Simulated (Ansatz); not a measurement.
# GeH₃− (singlet): wave-function methods side by side, aug-cc-pVDZ

One table from this session's results is given with a row withheld; the runs are named, their logs left out.

Program: Ansatz 0.2.0, Gaussian basis. Level of theory: aug-cc-pVDZ, core rule «outside noble gas», up to 14 orbitals frozen. These are calculated values, not measurements.

The runs, in order: UHF; CCSD(T) on RHF; BCCD(T) on RHF; CISD; CCSDT(Q) on RHF; CCSDTQ on RHF; CASSCF and MRCISD+Q, 8 electrons in 7 orbitals; CASSCF and NEVPT2, 8 electrons in 7 orbitals.

4 further runs of the same task are left out: 1 for a known fault of the program, 3 set aside as unsound or not needed.

### The geometry

The geometry is a PBE0/def2-TZVPD stationary point (not a proven minimum). No spin-orbit coupling is included. The filled d shell of Ge may be among the frozen orbitals whatever the setting's name suggests; the logs give the count.

4 atoms, charge -1, spin multiplicity 1.

Atoms are counted from 1 here; the program's logs count them from 0.

Bond lengths: Ge1–H2 1.615 Å, Ge1–H3 1.615 Å, Ge1–H4 1.615 Å. Angles: H2–Ge1–H3 92.6°, H2–Ge1–H4 92.6°, H3–Ge1–H4 92.6°.

The first run:

in.yaml reads:

```yaml
crystal:
  periodic: [false, false, false]
  atoms:
    - {symbol: Ge, position_ang: [0.000190, 0.000006, -0.035544]}
    - {symbol: H, position_ang: [1.343272, 0.009089, 0.861072]}
    - {symbol: H, position_ang: [-0.686473, 1.162532, 0.850402]}
    - {symbol: H, position_ang: [-0.670496, -1.172025, 0.850119]}
basis:
  gaussian: {orbitals: aug-cc-pVDZ}
total_charge: -1
magnetization: {spin_polarized: true, initial_magnetization: 0}
hamiltonian: {xc: hf}
output: {orbitals: {seedname: orbitals}}
```

Launch:

```console
$ ansatz run in.yaml --threads 1 --pin off --events-out ev --progress --plain --max-ram 2816MiB --backend cpu
```

Steps of the session up to this table: UHF; CCSD(T) on RHF; BCCD(T) on RHF; CISD; CCSDT(Q) on RHF; CCSDTQ on RHF; CASSCF and MRCISD+Q, 8 electrons in 7 orbitals; CASSCF and NEVPT2, 8 electrons in 7 orbitals.

One table of the session follows, with a row left open; its other results are not shown here.

| method | from RCCSDTQ (kJ/mol) |
| --- | --- |
| RHF | +421.4 |
| RMP2 | +92.0 |
| CISD | ? |
| RCCSD | +14.4 |
| RCCSD(T) | +2.8 |
| BCCD(T) | +2.8 |
| RCCSDT | +0.6 |
| RCCSDT(Q) | +0.1 |
| RCCSDTQ | 0 |
| CASSCF valence | +300.2 |
| NEVPT2 valence | +91.6 |
| MRCISD valence | +21.0 |
| MRCISD+Q valence | +1.2 |

Estimate the missing values for CISD.

As computed: from RCCSDTQ (kJ/mol): +38.9. In the column «from RCCSDTQ (kJ/mol)» it lies between MRCISD valence (+21.0) and NEVPT2 valence (+91.6).

Some runs used a GPU and others CPU threads alone; cost is compared among the CPU runs only.

Among the levels timed on like hardware, those that no quicker one beats, quickest first: RCCSD(T) (1.4 s, +2.8 kJ/mol); BCCD(T) (1.5 s, +2.8 kJ/mol); RCCSDT(Q) (11 s, +0.1 kJ/mol).

Limits of these values: Of the multireference levels listed MRCISD+Q valence comes nearest in total energy (+1.2 kJ/mol), which doesn't show that its space is the better one.
